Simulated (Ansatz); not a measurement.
Runs of Ansatz 0.2.0 on NaLaMnMoO6. The typed cell holds 10 atoms: a = 5.109 Å, b = 5.694 Å, c = 5.920 Å, α = 117.98°, β = 98.89°, γ = 92.48°. The cell was built by a generator and needn't be a form met in nature.

```tsv
task	level	potentials or basis	spin	cell	k mesh	cutoff (eV)	points for each segment of the path	mesh quality	gap on the mesh (eV)	pressure (GPa)	moment (μB)	relaxed volume (Å³/atom)	largest force (eV/Å)
relaxation of cell and atoms	PBEsol	Ansatz PAW	collinear, ferromagnetic start	relaxed	4 × 4 × 4	420	-	not flagged	0.91	0.0	3.00	(b)	0.01
single point	r2SCAN0	Ansatz PAW	collinear, ferromagnetic start	as given	3 × 3 × 3	500	-	coarse	3.55	-3.9	3.00	-	1.43
single point	B3LYP	Ansatz PAW	collinear, ferromagnetic start	as given	3 × 3 × 3	420	-	coarse	2.77	0.7	3.00	-	0.82
relaxation of cell and atoms	RPBE	Ansatz PAW	collinear, ferromagnetic start	relaxed	4 × 4 × 4	420	-	not flagged	0.76	0.0	3.00	15.57	0.01
band structure	r2SCAN	Ansatz PAW	non-collinear, ferromagnetic start, SOC	as given	4 × 4 × 4	500	10	not flagged	1.12	(a)	3.00	-	0.42
band structure	PBEsol	Ansatz PAW	collinear, ferromagnetic start	as given	6 × 6 × 5	420	10	not flagged	0.79	-4.5	3.00	-	0.36
band structure	RPBE	Ansatz PAW	collinear, ferromagnetic start	as given	6 × 6 × 5	420	10	not flagged	0.87	(c)	3.00	-	(d)
single point	PBE	SPMS NC	collinear, ferromagnetic start	as given	6 × 6 × 5	1034	-	not flagged	0.81	0.3	3.00	-	0.09
```

Alike in all rows: smearing fermi-dirac 0.05 eV.

Task: Fill in the values left out.

Result: (a) -2.1; (b) 14.14; (c) 3.3; (d) 0.20.

Caveats: some runs use coarse meshes; a cell with one magnetic atom can't hold antiferromagnetic order, which such compounds often take; spin-orbit coupling is left out, which moves the levels of the heavy elements (some runs); the PAW data sets come from PBE, with cores solved anew for the run's functional, which leaves a small shift of forces and pressure (some runs); the starting moments weren't kept (some runs); the magnetic or orbital state may not be the lowest (some runs); odd divisions of the mesh miss points on the zone boundary, where band edges often lie, so the gap on the mesh can be too wide (some runs); the plane-wave basis is chosen anew once the cell has moved, so the energies of steps on either side of that aren't comparable (some runs).

A k mesh can miss the band edges, and rows without SOC leave out spin-orbit coupling on La, Mo.
